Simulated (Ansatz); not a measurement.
**GeF+ (singlet): from Hartree-Fock to the top rungs at distance Ge1–F2 = 5.631 Å, cc-pVDZ**

How much of the correlation energy of GeF+ (singlet) does each wave-function method recover here?

Program: Ansatz 0.2.0, Gaussian basis. Level of theory: cc-pVDZ, core rule «outside noble gas», up to 15 orbitals frozen. These are calculated values, not measurements.

To be run: UHF; CCSD(T) on RHF; CCSD(T) on UHF; BCCD(T) on RHF; CISD; CCSDT(Q) on RHF; CCSDT(Q) on UHF; CCSDTQ on RHF; CASSCF and MRCISD+Q, 2 electrons in 2 orbitals; CASSCF and NEVPT2, 2 electrons in 2 orbitals; CASSCF and MRCISD+Q, 10 electrons in 8 orbitals; CASSCF and NEVPT4(SD), 10 electrons in 8 orbitals; CASSCF and NEVPT2, 10 electrons in 8 orbitals.

41 further runs of the same task are left out: 18 for a known fault of the program, 20 that didn't finish, 3 set aside as unsound or not needed.

## (1) The geometry

The geometry derives from a PBE0/def2-TZVP stationary point (not a proven minimum). One bond is set to the value named and the two fragments are kept rigid. No spin-orbit coupling is included. The filled d shell of Ge may be among the frozen orbitals whatever the setting's name suggests; the logs give the count.

2 atoms, charge 1, spin multiplicity 1.

Atoms are counted from 1 here; the program's logs count them from 0.

No contacts short enough for the rule that draws bonds.

## (2) UHF

Input file in.yaml:

```yaml
crystal:
  periodic: [false, false, false]
  atoms:
    - {symbol: Ge, position_ang: [0.000000, 0.000000, 0.000000]}
    - {symbol: F, position_ang: [0.000000, 0.000000, 5.631000]}
basis:
  gaussian: {orbitals: cc-pVDZ}
total_charge: 1
magnetization: {spin_polarized: true, initial_magnetization: 0}
hamiltonian: {xc: hf}
output: {orbitals: {seedname: orbitals}}
```

Run with:

```
> ansatz run in.yaml --threads 1 --pin off --events-out ev --progress --plain --max-ram 2393MiB
```

The runs that follow: CCSD(T) on RHF; CCSD(T) on UHF; BCCD(T) on RHF; CISD; CCSDT(Q) on RHF; CCSDT(Q) on UHF; CCSDTQ on RHF; CASSCF and MRCISD+Q, 2 electrons in 2 orbitals; CASSCF and NEVPT2, 2 electrons in 2 orbitals; CASSCF and MRCISD+Q, 10 electrons in 8 orbitals; CASSCF and NEVPT4(SD), 10 electrons in 8 orbitals; CASSCF and NEVPT2, 10 electrons in 8 orbitals.

Q: Predict the results of all the runs planned. Wanted: UCCSDT(Q) below the RHF energy; RMP2 from UCCSDT(Q); UMP2 from UCCSDT(Q); RCCSD from UCCSDT(Q); RCCSD(T) from UCCSDT(Q); UCCSD(T) from UCCSDT(Q); RCCSDT(Q) from UCCSDT(Q); NEVPT2 pair from UCCSDT(Q); MRCISD+Q pair from UCCSDT(Q).

The runs gave:

| quantity | value |
| --- | --- |
| UCCSDT(Q) below the RHF energy | -12.7243 eV |
| RMP2 from UCCSDT(Q) | -224.2 kJ/mol |
| UMP2 from UCCSDT(Q) | +73.7 kJ/mol |
| RCCSD from UCCSDT(Q) | +92.1 kJ/mol |
| RCCSD(T) from UCCSDT(Q) | -68.9 kJ/mol |
| UCCSD(T) from UCCSDT(Q) | +1.0 kJ/mol |
| RCCSDT(Q) from UCCSDT(Q) | +1.7 kJ/mol |
| NEVPT2 pair from UCCSDT(Q) | +71.4 kJ/mol |
| MRCISD+Q pair from UCCSDT(Q) | -0.3 kJ/mol |
| NEVPT2 valence from UCCSDT(Q) | +93.6 kJ/mol |
| levels within 1 kcal/mol (43 meV) | UCCSD(T), UCCSDT, RCCSDT(Q), RCCSDTQ, MRCISD+Q pair, MRCISD+Q valence |
| T1 diagnostic | 0.059 |
| effectively unpaired electrons | 2.02 |

RCCSD(T) lands -68.9 kJ/mol from the yardstick (5.6 % of the correlation energy). CCSD(T) misses by -68.9 kJ/mol on the restricted determinant and by +1.0 kJ/mol on the unrestricted one; the two need not hold the same state or core. The occupations show strong static correlation (2.0 unpaired electrons where one determinant has 0). Of the multireference levels listed MRCISD+Q pair comes nearest in total energy (-0.3 kJ/mol), which doesn't show that its space is the better one. These misses are within one basis, not against nature.
